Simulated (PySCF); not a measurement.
**Er(NO2)3: other functionals and bases at one geometry**

An exercise on one series of results from a longer session: the logs are not shown, and one member is left open.

Computed with PySCF 2.14.0. Level: several levels, as the steps say, no spin–orbit coupling.

4 further runs of the same task are left out: 2 for a known fault of the program, 2 that didn't finish.

### The system as given

10 atoms, charge 0, spin multiplicity 1.

Bond lengths: Er1–O2 2.326 Å, Er1–O3 2.326 Å, Er1–N4 2.782 Å, Er1–O5 2.326 Å, Er1–O6 2.326 Å, Er1–N7 2.782 Å, Er1–O8 2.326 Å, Er1–O9 2.326 Å, Er1–N10 2.782 Å, O2–N4 1.264 Å, O3–N4 1.264 Å, O5–N7 1.264 Å, O6–N7 1.264 Å, O8–N10 1.264 Å, O9–N10 1.264 Å. Angles: O2–Er1–O3 53.6°, O2–Er1–N4 26.8°, O2–Er1–O5 101.6°, O2–Er1–O6 120.2°, O2–Er1–N7 113.2°, O2–Er1–O8 101.6°, O2–Er1–O9 133.6°, O2–Er1–N10 119.9°, O3–Er1–N4 26.8°, O3–Er1–O5 133.6°, O3–Er1–O6 101.6°, O3–Er1–N7 119.9°, O3–Er1–O8 120.2°, O3–Er1–O9 101.6°, O3–Er1–N10 113.2°, N4–Er1–O5 119.9°, N4–Er1–O6 113.2°, N4–Er1–N7 120.0° and more.

Geometry (Å):

```mol
ErN3O6
  3D, bonds by distance, orders not assigned

 10 15  0  0  0  0  0  0  0  0999 V2000
   -0.0000    0.0000   -0.0000 Er  0  0
    2.0760    0.1405    1.0394 O   0  0
    2.0760   -0.1405   -1.0394 O   0  0
    2.7817   -0.0000    0.0000 N   0  0
   -1.1597    1.7276    1.0394 O   0  0
   -0.9163    1.8681   -1.0394 O   0  0
   -1.3908    2.4090    0.0000 N   0  0
   -0.9163   -1.8681    1.0394 O   0  0
   -1.1597   -1.7276   -1.0394 O   0  0
   -1.3908   -2.4090   -0.0000 N   0  0
  1  2  8  0
  1  3  8  0
  1  4  8  0
  1  5  8  0
  1  6  8  0
  1  7  8  0
  1  8  8  0
  1  9  8  0
  1 10  8  0
  2  4  8  0
  3  4  8  0
  5  7  8  0
  6  7  8  0
  8 10  8  0
  9 10  8  0
M  END
```

Formal oxidation states: Er +3. Each metal's 11 4f electrons lie in its core potential, so multiplicities, spins and levels count the valence alone. An earlier session relaxed this geometry at B3LYP, Er lcecp-1-SVP with ECP57, O def2-SVP, N def2-SVP (singlet, point group D3).

At B3LYP on the finer grid: E = -653.346321 Eh, HOMO -8.55 eV, LUMO -3.63 eV, Mulliken charge on Er1 +1.19 e, largest force component 0.014 eV/Å. 

Levels to run: BP86; CAM-B3LYP; HF; r2SCAN; B3LYP, TZVP. Hardware: 4 threads of Arm Neoverse V2, shared host.

The first run:

run.py (the lines that set the calculation) reads:

```python
mol = gto.M(atom='''
Er     0.00000     0.00000     0.00000
O      2.07597     0.14051     1.03943
O      2.07597    -0.14051    -1.03943
N      2.78167     0.00000     0.00000
O     -1.15967     1.72759     1.03943
O     -0.91630     1.86810    -1.03943
N     -1.39083     2.40900     0.00000
O     -0.91630    -1.86810     1.03943
O     -1.15967    -1.72759    -1.03943
N     -1.39084    -2.40899     0.00000''',
    basis={'Er': 'lcecp-1-SVP', 'O': 'def2-SVP', 'N': 'def2-SVP'},
    ecp={'Er': 'lcecp-1-SVP'},
    charge=0, spin=0)
mf = dft.RKS(mol, xc='B88,P86')
mf.grids.atom_grid = (75, 302)  # f atoms: unpruned, at least (60, 302)
mf = mf.density_fit()  # fitting sets: Er AutoAux, O def2-universal-JKFIT, N def2-universal-JKFIT
mf.conv_tol = 1e-08; mf.max_cycle = 55
mf.kernel(dm0)  # dm0: the density of the relaxed state
```

On the command line:

```sh
OMP_NUM_THREADS=4 python run.py
```

Steps of the session up to this table: BP86; CAM-B3LYP; HF; r2SCAN; B3LYP, TZVP.

One table of the session follows, with a row left open; its other results are not shown here.

```
               level  HOMO (eV)  gap (eV)  charge on Er1 (e)  largest force component (eV/Å)
B3LYP (relaxed here)      -8.55      4.92               1.19                            0.01
                BP86      -7.21      2.73               1.05                            0.91
           CAM-B3LYP     -10.33      8.16               1.20                            0.60
                  HF     -13.37     14.27               1.78                            2.84
              r2SCAN      -7.52      3.14               1.25                            0.19
         B3LYP, TZVP          ?         ?                  ?                               ?
```

Estimate the missing values for B3LYP, TZVP.

As computed: HOMO (eV): -8.59; gap (eV): 5.00; charge on Er1 (e): 1.57; largest force component (eV/Å): 0.18. In the column «HOMO (eV)» it lies between CAM-B3LYP (-10.33) and B3LYP (relaxed here) (-8.55).

In one basis the HOMO–LUMO gap runs from 2.73 eV (BP86) to 14.27 eV (HF). The largest leftover force, 2.84 eV/Å with HF, stands at a geometry relaxed at another level. With 4f in the core, its levels are missing from HOMO and gap, and its count is fixed, so no charge can pass from the ligands into it. Total energies of different levels can't be compared.
